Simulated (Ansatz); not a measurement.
# F− with N₂: superposition error and deformation, part 1 of 2

How much of this pair's binding is borrowed basis, and how much do the fragments pay to take the shapes they have in the pair?

The runs use Ansatz 0.2.0, Gaussian basis; PBE0-D4 structures, single points in def2-TZVPPD.

Levels: PBE-D4, revPBE-D4, BLYP-D4, r2SCAN-D4, B97M-V, PBE0-D4, B3LYP-D4, HSE06-D4, wB97X-V, wB97M-V, B2PLYP, Hartree-Fock, MP2, CCSD, CCSD(T).

Correlated methods freeze the cores. B3LYP uses VWN-RPA correlation. B2PLYP carries no dispersion term here.

129 further runs of the same task are left out: 129 set aside as unsound or not needed.

## Step 1: The system as given

The relaxed pair: 3 atoms, charge -1, spin multiplicity 1.

Atoms are counted from 1 here; the program's logs count them from 0.

Bond lengths: N2–N3 1.092 Å.

Coordinates:

```xyz
3

F    -0.01455   -0.07897   -1.84322
N     0.09447    0.51482    0.66731
N    -0.07992   -0.43575    1.17591
```

Atoms 1 to 1 are fragment A (F−), the rest fragment B (N₂). From earlier runs, pair energy (eV) and counterpoise interaction (kcal/mol):

```
   method      E(pair)  interaction
   PBE-D4  -5694.43756        -5.38
revPBE-D4  -5698.72436        -4.55
  BLYP-D4  -5699.90980        -4.69
r2SCAN-D4  -5697.28944        -5.36
   B97M-V  -5698.50310        -4.82
  PBE0-D4  -5693.98524        -4.16
 B3LYP-D4  -5700.29262        -4.06
 HSE06-D4  -5693.72819        -4.21
  wB97X-V  -5698.21241        -3.57
  wB97M-V  -5698.83577        -3.59
   B2PLYP  -5696.84119        -3.09
      MP2  -5690.15571        -2.69
  CCSD(T)  -5690.74082        -2.91
```

First each fragment is run alone in its own basis, frozen in the shape it has in the pair (a, b).

## Step 2: wB97X-V/def2-TZVPPD

The input, a/in.yaml:

```yaml
crystal:
  periodic: [false, false, false]
  atoms:
    - {symbol: F, position_ang: [-0.014545, -0.078968, -1.843218]}
basis:
  gaussian: {orbitals: "def2-TZVPPD.json"}
total_charge: -1
hamiltonian: {xc: {name: wB97X-V}}
```

The input, b/in.yaml:

```yaml
crystal:
  periodic: [false, false, false]
  atoms:
    - {symbol: N, position_ang: [0.094468, 0.514817, 0.667310]}
    - {symbol: N, position_ang: [-0.079924, -0.435749, 1.175908]}
basis:
  gaussian: {orbitals: "def2-TZVPPD.json"}
hamiltonian: {xc: {name: wB97X-V}}
```

The basis file named in the input lies beside it (Basis Set Exchange, JSON).

The same command starts each run, in its folder.

Run with:

```
ansatz run in.yaml --threads 2 --pin off --events-out ev --progress --plain --max-ram 5222MiB
```

a printed:

```text
Functional definition: wB97X-V
  name "wB97X-V"
  cite "Mardirossian & Head-Gordon, Phys. Chem. Chem. Phys. 16, 9904 (2014) doi:10.1039/C3CP54374A"
  cite "Becke, J. Chem. Phys. 107, 8554 (1997) doi:10.1063/1.475007"
  cite "Vydrov & Van Voorhis, J. Chem. Phys. 133, 244103 (2010) doi:10.1063/1.3521275"
  parameter omega = 0.3/bohr
  parameter cx = 0.167
  parameter cx1 = 0.603
  parameter cx2 = 1.194
  parameter css0 = 0.556
  parameter css1 = -0.257
  parameter cos0 = 1.219
  parameter cos1 = -1.850
  parameter b = 6.0
  parameter c = 0.01
  exchange = spin_sum(e_x_unif_sr(omega)*poly(b97_u_x, 1 - cx, cx1, cx2)) + cx*exact_x_sr(omega) + exact_x_lr(omega)
  correlation = spin_sum(e_c_pw_same_spin*poly(b97_u_same, css0, css1))
      + integral(e_c_pw_opposite_spin*poly(b97_u_opposite, cos0, cos1)) + vv10(b, c)
197 factors; their error is unknown
52 factors; integrals over basis functions are off by at most 4.8e-5 eV
mean field evaluation 1: about -2705.5467 eV, gradient 8.9e1 eV
mean field evaluation 2: about -2701.9389 eV, gradient 1.2e2 eV
mean field evaluation 4: about -2717.2989 eV, gradient 4.7e-1 eV
mean field evaluation 8: about -2717.3078 eV, gradient 1.6e-3 eV
mean field -2717.30775250 eV, -99.8592180471 hartree, gradient 5.3e-5 eV, S^2 0.000000; 0 other end points of the search recorded, 0 dependent functions left out
reference -2717.30775130 eV, -99.8592180030 hartree; 5, 5 occupied and 35, 35 virtual orbitals, 197 factors
Total energy: -2717.30775130 eV, -99.8592180030 hartree
```

Log of b, shortened:

```text
[... 5 set-up lines as earlier in the session ...]
[...]
      + integral(e_c_pw_opposite_spin*poly(b97_u_opposite, cos0, cos1)) + vv10(b, c)
358 factors; their error is unknown
78 factors; integrals over basis functions are off by at most 8.6e-5 eV
[...]
mean field -2980.74848922 eV, -109.5404865549 hartree, gradient 3.7e-5 eV, S^2 0.000000; 0 other end points of the search recorded, 0 dependent functions left out
reference -2980.74848807 eV, -109.5404865126 hartree; 7, 7 occupied and 67, 67 virtual orbitals, 358 factors
Total energy: -2980.74848807 eV, -109.5404865126 hartree
```

They took 0.3 s (a), 0.8 s (b) on 2 threads, shared host.

## Step 3: wB97M-V/def2-TZVPPD

Each input of step 2 (a, b) changes in the same lines:

```diff
-hamiltonian: {xc: {name: wB97X-V}}
+hamiltonian: {xc: {name: wB97M-V}}
```

One command serves all of them, each in its own folder.

Run with:

```
ansatz run in.yaml --threads 2 --pin off --events-out ev --progress --plain --max-ram 5222MiB
```

a printed, shortened:

```text
Functional definition: wB97M-V
  name "wB97M-V"
  cite "Mardirossian & Head-Gordon, J. Chem. Phys. 144, 214110 (2016) doi:10.1063/1.4952647"
[... 2 set-up lines as earlier in the session ...]
  # Of w^i u^j: cxij and so on, Table III.
[...]
  gx(w, u) = 1 - cx + cx01*u + cx10*w
  gss(w, u) = css00 + css04*u^4 + css10*w + css20*w^2 + css43*w^4*u^3
  gos(w, u) = cos00 + cos10*w + (cos20 + cos21*u)*w^2 + (cos60 + cos61*u)*w^6
[...]
      + integral(e_c_pw_mod_opposite_spin*gos(b97_w_opposite, b97_u_opposite)) + vv10(b, c)
197 factors; their error is unknown
52 factors; integrals over basis functions are off by at most 4.8e-5 eV
[...]
mean field -2717.60186938 eV, -99.8700266432 hartree, gradient 1.8e-5 eV, S^2 0.000000; 0 other end points of the search recorded, 0 dependent functions left out
reference -2717.60189901 eV, -99.8700277317 hartree; 5, 5 occupied and 35, 35 virtual orbitals, 197 factors
Total energy: -2717.60189901 eV, -99.8700277317 hartree
```

b printed, shortened:

```text
[... 5 set-up lines as earlier in the session ...]
  # Of w^i u^j: cxij and so on, Table III.
[...]
  gx(w, u) = 1 - cx + cx01*u + cx10*w
  gss(w, u) = css00 + css04*u^4 + css10*w + css20*w^2 + css43*w^4*u^3
  gos(w, u) = cos00 + cos10*w + (cos20 + cos21*u)*w^2 + (cos60 + cos61*u)*w^6
[...]
      + integral(e_c_pw_mod_opposite_spin*gos(b97_w_opposite, b97_u_opposite)) + vv10(b, c)
358 factors; their error is unknown
78 factors; integrals over basis functions are off by at most 8.6e-5 eV
[...]
mean field -2981.07647233 eV, -109.5525397120 hartree, gradient 1.6e-5 eV, S^2 0.000000; 0 other end points of the search recorded, 0 dependent functions left out
reference -2981.07650104 eV, -109.5525407669 hartree; 7, 7 occupied and 67, 67 virtual orbitals, 358 factors
Total energy: -2981.07650104 eV, -109.5525407669 hartree
```

Wall times: 0.35 s (a), 0.85 s (b) on 2 threads, shared host.

## Step 4: B2PLYP/def2-TZVPPD

Each input of step 3 (a, b) changes in the same lines:

```diff
-hamiltonian: {xc: {name: wB97M-V}}
+hamiltonian: {xc: {name: B2PLYP}}
```

The same command starts each run, in its folder.

Run with:

```
ansatz run in.yaml --threads 2 --pin off --events-out ev --progress --plain --max-ram 5222MiB
```

a printed, shortened:

```text
Functional definition: B2PLYP
  name "B2PLYP"
  cite "Grimme, J. Chem. Phys. 124, 034108 (2006) doi:10.1063/1.2148954"
  cite "Becke, Phys. Rev. A 38, 3098 (1988) doi:10.1103/PhysRevA.38.3098"
  cite "Lee, Yang & Parr, Phys. Rev. B 37, 785 (1988) doi:10.1103/PhysRevB.37.785"
[...]
257 factors; integrals over basis functions are off by at most 1.5e-4 eV
[...]
mean field -2714.40500266 eV, -99.7525439580 hartree, gradient 9.1e-6 eV, S^2 0.000000; 0 other end points of the search recorded, 0 dependent functions left out
1 core orbitals not correlated: weight in the atoms' cores, before any rotation towards them, 1.000 or more for the frozen orbitals, at most 0.000 for the correlated occupied ones
reference -2714.40510179 eV, -99.7525476009 hartree; 4, 4 occupied and 35, 35 virtual orbitals, 257 factors
second order -9.42534965 eV of doubles, -0.00000000 eV of singles
Total energy: -2716.94994619 eV, -99.8460689078 hartree
```

Output in b, shortened:

```text
[... 5 set-up lines as earlier in the session ...]
[...]
478 factors; integrals over basis functions are off by at most 8.3e-4 eV
[...]
mean field -2976.35772474 eV, -109.3791289365 hartree, gradient 1.7e-6 eV, S^2 0.000000; 0 other end points of the search recorded, 0 dependent functions left out
2 core orbitals not correlated: weight in the atoms' cores, before any rotation towards them, 1.000 or more for the frozen orbitals, at most 0.000 for the correlated occupied ones
reference -2976.35781406 eV, -109.3791322191 hartree; 5, 5 occupied and 67, 67 virtual orbitals, 478 factors
second order -12.57039206 eV of doubles, -0.00000000 eV of singles
Total energy: -2979.75181992 eV, -109.5038596337 hartree
```

Wall times: 0.2 s (a), 0.5 s (b) on 2 threads, shared host.

## Step 5: B97M-V/def2-TZVPPD

Each input of step 4 (a, b) changes in the same lines:

```diff
-hamiltonian: {xc: {name: B2PLYP}}
+hamiltonian: {xc: {name: B97M-V}}
```

The same command starts each run, in its folder.

Run with:

```
ansatz run in.yaml --threads 2 --pin off --events-out ev --progress --plain --max-ram 5222MiB
```

Output in a, shortened:

```text
Functional definition: B97M-V
  name "B97M-V"
  cite "Mardirossian & Head-Gordon, J. Chem. Phys. 142, 074111 (2015) doi:10.1063/1.4907719"
[... 2 set-up lines as earlier in the session ...]
  # Of w^i u^j: cxij and so on, Table III.
[...]
  gx(w, u) = cx00 + cx01*u + cx02*u^2 + (cx10 + cx11*u)*w
  gss(w, u) = css00 + css02*u^2 + css10*w + (css32*w^3 + css42*w^4)*u^2
  gos(w, u) = cos00 + cos01*u + cos03*u^3 + cos10*w + cos32*w^3*u^2
[...]
      + integral(e_c_pw_mod_opposite_spin*gos(b97_w_opposite, b97_u_opposite)) + vv10(b, c)
197 factors; their error is unknown
[...]
mean field -2717.16474812 eV, -99.8539627329 hartree, gradient 8.6e-6 eV, S^2 0.000000; 0 other end points of the search recorded, 0 dependent functions left out
reference -2717.16478331 eV, -99.8539640264 hartree; 5, 5 occupied and 35, 35 virtual orbitals, 197 factors
Total energy: -2717.16478331 eV, -99.8539640264 hartree
```

Log of b, shortened:

```text
[... 5 set-up lines as earlier in the session ...]
  # Of w^i u^j: cxij and so on, Table III.
[...]
  gx(w, u) = cx00 + cx01*u + cx02*u^2 + (cx10 + cx11*u)*w
  gss(w, u) = css00 + css02*u^2 + css10*w + (css32*w^3 + css42*w^4)*u^2
  gos(w, u) = cos00 + cos01*u + cos03*u^3 + cos10*w + cos32*w^3*u^2
[...]
      + integral(e_c_pw_mod_opposite_spin*gos(b97_w_opposite, b97_u_opposite)) + vv10(b, c)
358 factors; their error is unknown
[...]
mean field -2981.12721587 eV, -109.5544045026 hartree, gradient 1.1e-6 eV, S^2 0.000000; 0 other end points of the search recorded, 0 dependent functions left out
reference -2981.12725069 eV, -109.5544057821 hartree; 7, 7 occupied and 67, 67 virtual orbitals, 358 factors
Total energy: -2981.12725069 eV, -109.5544057821 hartree
```

Wall times: 0.3 s (a), 0.8 s (b) on 2 threads, shared host.

## Step 6: CCSD(T)/def2-TZVPPD

Each input of step 5 (a, b) changes in the same lines:

```diff
-hamiltonian: {xc: {name: B97M-V}}
+correlation: {method: ccsd_t}
```

One command serves all of them, each in its own folder.

Run with:

```
ansatz run in.yaml --threads 2 --pin off --events-out ev --progress --plain --max-ram 5222MiB
```

Output in a, shortened:

```text
Functional definition: HF
  name "HF"
  cite "Fock, Z. Phys. 61, 126 (1930) doi:10.1007/BF01340294"
  parent pbe
[...]
257 factors; integrals over basis functions are off by at most 1.5e-4 eV
[...]
mean field -2706.33087263 eV, -99.4558251521 hartree, gradient 3.0e-6 eV, S^2 0.000000; 0 other end points of the search recorded, 0 dependent functions left out
1 core orbitals not correlated: weight in the atoms' cores, before any rotation towards them, 1.000 or more for the frozen orbitals, at most 0.000 for the correlated occupied ones
reference -2706.33087263 eV, -99.4558251521 hartree; 4, 4 occupied and 35, 35 virtual orbitals, 257 factors
second order -7.81390746 eV of doubles, -0.00000000 eV of singles
cycle   1  -7.41661807 eV  change    4.0e-1 eV  update   9.9e-2
[...]
cycle   9  -7.66117946 eV  change    1.9e-6 eV  update   3.4e-6
perturbative correction -0.25873590 eV, -0.0095083691 hartree
Total energy: -2714.25078799 eV, -99.7468766733 hartree
```

Output in b, shortened:

```text
[... 4 set-up lines as earlier in the session ...]
[...]
478 factors; integrals over basis functions are off by at most 8.3e-4 eV
[...]
mean field -2965.75449020 eV, -108.9894672541 hartree, gradient 6.8e-7 eV, S^2 0.000000; 0 other end points of the search recorded, 0 dependent functions left out
2 core orbitals not correlated: weight in the atoms' cores, before any rotation towards them, 1.000 or more for the frozen orbitals, at most 0.000 for the correlated occupied ones
reference -2965.75449020 eV, -108.9894672541 hartree; 5, 5 occupied and 67, 67 virtual orbitals, 478 factors
second order -10.12440744 eV of doubles, -0.00000000 eV of singles
cycle   1  -9.67170508 eV  change    4.5e-1 eV  update   8.2e-2
[...]
cycle   8  -10.09472330 eV  change   -6.8e-6 eV  update   6.7e-6
perturbative correction -0.49929276 eV, -0.0183486705 hartree
Total energy: -2976.34850626 eV, -109.3787901635 hartree
```

They took 0.2 s (a), 0.75 s (b) on 2 threads, shared host.

## Step 7: Relaxing N₂ alone

The input, relax-b/in.yaml:

```yaml
crystal:
  periodic: [false, false, false]
  atoms:
    - {symbol: N, position_ang: [0.094468, 0.514817, 0.667310]}
    - {symbol: N, position_ang: [-0.079924, -0.435749, 1.175908]}
basis:
  gaussian: {orbitals: def2-TZVP}
hamiltonian: {xc: pbe0, dispersion: d4}
relax: {f_tol: 0.005, max_steps: 200}
```

Run with:

```
ansatz run in.yaml --threads 2 --pin off --events-out ev --progress --plain --max-ram 5222MiB
```

The log of the run, shortened:

```text
Functional definition: PBE0
  name "PBE0"
  cite "Adamo & Barone, J. Chem. Phys. 110, 6158 (1999) doi:10.1063/1.478522"
  cite "Perdew, Burke & Ernzerhof, Phys. Rev. Lett. 77, 3865 (1996) doi:10.1103/PhysRevLett.77.3865"
[... 1 set-up line as earlier in the session ...]
[...]
310 factors; their error is unknown
[...]
mean field -2978.18486880 eV, -109.4462752423 hartree, gradient 3.9e-6 eV, S^2 0.000000; 0 other end points of the search recorded, 0 dependent functions left out
[...]
reference -2978.18488453 eV, -109.4462758203 hartree; 7, 7 occupied and 55, 55 virtual orbitals, 310 factors
relax step   1: F+E_penalty+E_count = -2978.19285800 eV  Δ(F+E_penalty+E_count) = +0.000e0 eV  max|allowed force component| = 3.577e-1 eV/Å  Δτ_max = 0.0000 Å  (22 SCF iters, accepted)
[...]
relax step   2: F+E_penalty+E_count = -2978.19337811 eV  Δ(F+E_penalty+E_count) = -5.201e-4 eV  max|allowed force component| = 6.566e-2 eV/Å  Δτ_max = 0.0015 Å  (26 SCF iters, accepted)
[...]
relax step   3: F+E_penalty+E_count = -2978.19339598 eV  Δ(F+E_penalty+E_count) = -1.787e-5 eV  max|allowed force component| = 3.866e-4 eV/Å  Δτ_max = 0.0002 Å  (28 SCF iters, accepted)
310 factors; their error is unknown
[...]
mean field -2978.18540673 eV, -109.4462950106 hartree, gradient 4.7e-6 eV, S^2 0.000000; 1 other end points of the search recorded, 0 dependent functions left out
[...]
reference -2978.18542245 eV, -109.4462955884 hartree; 7, 7 occupied and 55, 55 virtual orbitals, 310 factors
Total energy: -2978.19341170 eV, -109.4465891880 hartree
Atom 0 at     0.094260     0.513682     0.667917 Å, force    -0.000071    -0.000387     0.000207 eV/Å
Atom 1 at    -0.079716    -0.434614     1.175301 Å, force     0.000071     0.000387    -0.000207 eV/Å
Dipole moment:     0.000000     0.000000     0.000000 e Å
```

Wall time 1.1 s (2 threads, shared host).

Along the way:

```
step  energy from step 1 (eV)  largest force component (eV/Å)
   1                   0.0000                          0.3577
   2                  -0.0005                          0.0657
   3                  -0.0005                          0.0004
```

The bond:

```
 bond  before (Å)  after (Å)  change (Å)
N1–N2       1.092      1.089      -0.003
```

## Step 8: PBE-D4/def2-TZVPPD

The input, free-b/in.yaml:

```yaml
crystal:
  periodic: [false, false, false]
  atoms:
    - {symbol: N, position_ang: [0.094260, 0.513682, 0.667917]}
    - {symbol: N, position_ang: [-0.079716, -0.434614, 1.175301]}
basis:
  gaussian: {orbitals: "def2-TZVPPD.json"}
hamiltonian: {xc: pbe, dispersion: d4}
```

Run with:

```
ansatz run in.yaml --threads 2 --pin off --events-out ev --progress --plain --max-ram 5222MiB
```

The log of the run:

```text
Functional definition: PBE
  name "PBE"
[... 2 set-up lines as earlier in the session ...]
  parameter kappa = 0.804
  parameter beta = 0.06672455060314922
  exchange = pbe_x(kappa = kappa, mu = beta*pi^2/3)
  correlation = pbe_c(beta = beta)
358 factors; their error is unknown
mean field evaluation 1: about -2976.4695 eV, gradient 3.1e1 eV
mean field evaluation 2: about -2976.6201 eV, gradient 2.9e1 eV
mean field evaluation 4: about -2978.3507 eV, gradient 6.1e-2 eV
mean field evaluation 8: about -2978.3468 eV, gradient 7.8e-4 eV
mean field -2978.34675209 eV, -109.4522243435 hartree, gradient 2.2e-5 eV, S^2 0.000000; 0 other end points of the search recorded, 0 dependent functions left out
reference -2978.34677428 eV, -109.4522251587 hartree; 7, 7 occupied and 67, 67 virtual orbitals, 358 factors
Total energy: -2978.35666143 eV, -109.4525885047 hartree
```

It took 0.25 s on 2 threads, shared host.

## Step 9: r2SCAN-D4/def2-TZVPPD

Edit free-b/in.yaml of step 8 so:

```diff
@@ -7,2 +7,2 @@
   gaussian: {orbitals: "def2-TZVPPD.json"}
-hamiltonian: {xc: pbe, dispersion: d4}
+hamiltonian: {xc: r2scan, dispersion: d4}
```

Run with:

```
ansatz run in.yaml --threads 2 --pin off --events-out ev --progress --plain --max-ram 5222MiB
```

The log of the run:

```text
Functional definition: r2SCAN
  name "r2SCAN"
  cite "Furness, Kaplan, Ning, Perdew & Sun, J. Phys. Chem. Lett. 11, 8208 (2020) doi:10.1021/acs.jpclett.0c02405"
  cite "Furness, Kaplan, Ning, Perdew & Sun, J. Phys. Chem. Lett. 11, 9248 (2020) doi:10.1021/acs.jpclett.0c03077"
  parent r2scan
  parameter k0 = 0.174
  parameter k1 = 0.065
  parameter a1 = 4.9479
  exchange = r2scan_x(k0 = k0, k1 = k1, a1 = a1)
  correlation = r2scan_c
358 factors; their error is unknown
mean field evaluation 1: about -2978.6017 eV, gradient 2.8e1 eV
mean field evaluation 2: about -2979.1936 eV, gradient 2.1e1 eV
mean field evaluation 4: about -2979.9872 eV, gradient 8.0e-2 eV
mean field evaluation 8: about -2979.9869 eV, gradient 6.2e-4 eV
mean field -2979.98687091 eV, -109.5124975984 hartree, gradient 2.5e-6 eV, S^2 0.000000; 0 other end points of the search recorded, 0 dependent functions left out
reference -2979.98687716 eV, -109.5124978280 hartree; 7, 7 occupied and 67, 67 virtual orbitals, 358 factors
Total energy: -2979.98909394 eV, -109.5125792933 hartree
```

Wall time 0.65 s (2 threads, shared host).

## Step 10: PBE0-D4/def2-TZVPPD

Edit free-b/in.yaml of step 9 so:

```diff
@@ -7,2 +7,3 @@
   gaussian: {orbitals: "def2-TZVPPD.json"}
-hamiltonian: {xc: r2scan, dispersion: d4}
+hamiltonian: {xc: pbe0, dispersion: d4}
+output: {orbitals: {seedname: orbitals}}
```

Run with:

```
ansatz run in.yaml --threads 2 --pin off --events-out ev --progress --plain --max-ram 5222MiB
```

The log of the run, shortened:

```text
[... 5 set-up lines as earlier in the session ...]
  parameter a = 0.25
[... 2 set-up lines as earlier in the session ...]
  exchange = (1 - a)*pbe_x(kappa = kappa, mu = beta*pi^2/3) + a*exact_x
[... 1 set-up line as earlier in the session ...]
358 factors; their error is unknown
mean field evaluation 1: about -2977.2238 eV, gradient 2.3e1 eV
mean field evaluation 2: about -2977.7499 eV, gradient 1.5e1 eV
mean field evaluation 4: about -2978.1848 eV, gradient 6.3e-2 eV
mean field evaluation 8: about -2978.1995 eV, gradient 7.0e-4 eV
mean field -2978.19948975 eV, -109.4468125522 hartree, gradient 2.8e-6 eV, S^2 0.000000; 0 other end points of the search recorded, 0 dependent functions left out
reference -2978.19950510 eV, -109.4468131163 hartree; 7, 7 occupied and 67, 67 virtual orbitals, 358 factors
Total energy: -2978.20749435 eV, -109.4471067159 hartree
```

Wall time 0.3 s (2 threads, shared host).

## Step 11: B3LYP-D4/def2-TZVPPD

Edit free-b/in.yaml of step 10 so:

```diff
@@ -7,3 +7,2 @@
   gaussian: {orbitals: "def2-TZVPPD.json"}
-hamiltonian: {xc: pbe0, dispersion: d4}
-output: {orbitals: {seedname: orbitals}}
+hamiltonian: {xc: {name: B3LYP}, dispersion: d4}
```

Run with:

```
ansatz run in.yaml --threads 2 --pin off --events-out ev --progress --plain --max-ram 5222MiB
```

The log of the run:

```text
Functional definition: B3LYP
  name "B3LYP"
  cite "Stephens, Devlin, Chabalowski & Frisch, J. Phys. Chem. 98, 11623 (1994) doi:10.1021/j100096a001"
[... 2 set-up lines as earlier in the session ...]
  cite "Vosko, Wilk & Nusair, Can. J. Phys. 58, 1200 (1980) doi:10.1139/p80-159"
  parameter a0 = 0.2
  parameter ax = 0.72
  parameter ac = 0.81
  exchange = (1 - a0 - ax)*slater_x + ax*b88_x + a0*exact_x
  correlation = (1 - ac)*vwn_rpa_c + ac*lyp_c
358 factors; their error is unknown
mean field evaluation 1: about -2980.3914 eV, gradient 2.6e1 eV
mean field evaluation 2: about -2980.9048 eV, gradient 2.0e1 eV
mean field evaluation 4: about -2981.6436 eV, gradient 7.0e-2 eV
mean field evaluation 8: about -2981.6547 eV, gradient 3.4e-4 eV
mean field -2981.65473438 eV, -109.5737904503 hartree, gradient 1.4e-5 eV, S^2 0.000000; 0 other end points of the search recorded, 0 dependent functions left out
reference -2981.65486964 eV, -109.5737954209 hartree; 7, 7 occupied and 67, 67 virtual orbitals, 358 factors
Total energy: -2981.67089618 eV, -109.5743843855 hartree
```

It took 0.3 s on 2 threads, shared host.

## Step 12: wB97X-V/def2-TZVPPD

Edit free-b/in.yaml of step 11 so:

```diff
@@ -7,2 +7,2 @@
   gaussian: {orbitals: "def2-TZVPPD.json"}
-hamiltonian: {xc: {name: B3LYP}, dispersion: d4}
+hamiltonian: {xc: {name: wB97X-V}}
```

Run with:

```
ansatz run in.yaml --threads 2 --pin off --events-out ev --progress --plain --max-ram 5222MiB
```

The log of the run, shortened:

```text
[... 5 set-up lines as earlier in the session ...]
[...]
      + integral(e_c_pw_opposite_spin*poly(b97_u_opposite, cos0, cos1)) + vv10(b, c)
358 factors; their error is unknown
78 factors; integrals over basis functions are off by at most 8.6e-5 eV
[...]
mean field -2980.74846872 eV, -109.5404858015 hartree, gradient 1.8e-6 eV, S^2 0.000000; 0 other end points of the search recorded, 0 dependent functions left out
reference -2980.74846757 eV, -109.5404857591 hartree; 7, 7 occupied and 67, 67 virtual orbitals, 358 factors
Total energy: -2980.74846757 eV, -109.5404857591 hartree
```

Run time: 0.85 s. Hardware: 2 threads, shared host.

(Continued in part 2 of 2.)
